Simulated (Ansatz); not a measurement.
# Si₃GeH₁₀: small, medium and large basis sets

The task here is to estimate one member of a computed series from the others.

Computed with Ansatz 0.2.0, Gaussian basis. Level: one geometry, several basis sets.

Plan: PBE0-D4/def2-SVP; ωB97M-V/def2-SVP; PBE0-D4/def2-QZVPP; ωB97M-V/def2-QZVPP; the functionals' def2-TZVPP values are taken from earlier runs.

## The relaxed structure

The geometry comes from an earlier relaxation with PBE0-D4 in a triple-zeta def2 set; it is a stationary point, not always the lowest conformer.

SMILES `[SiH3][SiH2][SiH2][GeH3]`, 14 atoms, charge 0, spin multiplicity 1.

Atoms are counted from 1 here; the program's logs count them from 0.

Bond lengths: Si1–Si2 2.338 Å, Si1–H5 1.488 Å, Si1–H6 1.488 Å, Si1–H7 1.488 Å, Si2–Si3 2.337 Å, Si2–H8 1.490 Å, Si2–H9 1.490 Å, Si3–Ge4 2.381 Å, Si3–H10 1.490 Å, Si3–H11 1.490 Å, Ge4–H12 1.538 Å, Ge4–H13 1.538 Å, Ge4–H14 1.538 Å. Angles: Si2–Si1–H5 109.9°, Si2–Si1–H6 111.3°, Si2–Si1–H7 109.5°, H5–Si1–H6 108.8°, H5–Si1–H7 108.5°, H6–Si1–H7 108.7°, Si1–Si2–Si3 109.6°, Si1–Si2–H8 110.1°, Si1–Si2–H9 109.2°, Si3–Si2–H8 110.8°, Si3–Si2–H9 108.9°, H8–Si2–H9 108.2°, Si2–Si3–Ge4 109.8°, Si2–Si3–H10 109.4°, Si2–Si3–H11 110.8°, Ge4–Si3–H10 109.0°, Ge4–Si3–H11 109.6°, H10–Si3–H11 108.2° and more.

Set-up of the first run:

The input, in.yaml:

```yaml
crystal:
  periodic: [false, false, false]
  atoms:
    - {symbol: Si, position_ang: [-0.181312, 2.338641, 0.254410]}
    - {symbol: Si, position_ang: [0.579839, 0.481967, 1.454811]}
    - {symbol: Si, position_ang: [-0.391562, -1.461196, 0.593998]}
    - {symbol: Ge, position_ang: [0.039000, -1.609903, -1.742543]}
    - {symbol: H, position_ang: [-1.664800, 2.420455, 0.334402]}
    - {symbol: H, position_ang: [0.397364, 3.601186, 0.787498]}
    - {symbol: H, position_ang: [0.207859, 2.200443, -1.174898]}
    - {symbol: H, position_ang: [0.254384, 0.639236, 2.900480]}
    - {symbol: H, position_ang: [2.060544, 0.383293, 1.317943]}
    - {symbol: H, position_ang: [-1.864387, -1.417828, 0.813041]}
    - {symbol: H, position_ang: [0.145888, -2.670080, 1.278720]}
    - {symbol: H, position_ang: [-0.651811, -0.451307, -2.481128]}
    - {symbol: H, position_ang: [-0.481347, -2.935888, -2.322638]}
    - {symbol: H, position_ang: [1.550340, -1.519029, -2.014076]}
basis:
  gaussian: {orbitals: def2-SVP}
hamiltonian: {xc: pbe0, dispersion: d4}
output: {orbitals: {seedname: orbitals}}
```

Launch:

```sh
ansatz run in.yaml --threads 8 --pin off --events-out ev --progress --plain --max-ram 18278MiB
```

Among the steps run: PBE0-D4 in def2-SVP; ωB97M-V in def2-SVP; PBE0-D4 in def2-QZVPP; ωB97M-V in def2-QZVPP.

One of the session's tables, all rows but one given; the rest of the session is left out.

| functional | basis | HOMO (eV) | LUMO (eV) |
| --- | --- | --- | --- |
| PBE0-D4 | def2-SVP | -7.96 | -0.15 |
| PBE0-D4 | def2-TZVPP | ? | ? |
| PBE0-D4 | def2-QZVPP | -7.89 | -0.41 |
| ωB97M-V | def2-SVP | -9.87 | 1.68 |
| ωB97M-V | def2-TZVPP | -9.84 | 1.37 |
| ωB97M-V | def2-QZVPP | -9.84 | 1.10 |

Q: Estimate the row for PBE0-D4, def2-TZVPP from the others.

As computed: HOMO (eV): -7.90; LUMO (eV): -0.34. In the column «HOMO (eV)» it lies between PBE0-D4, def2-SVP (-7.96) and PBE0-D4, def2-QZVPP (-7.89).
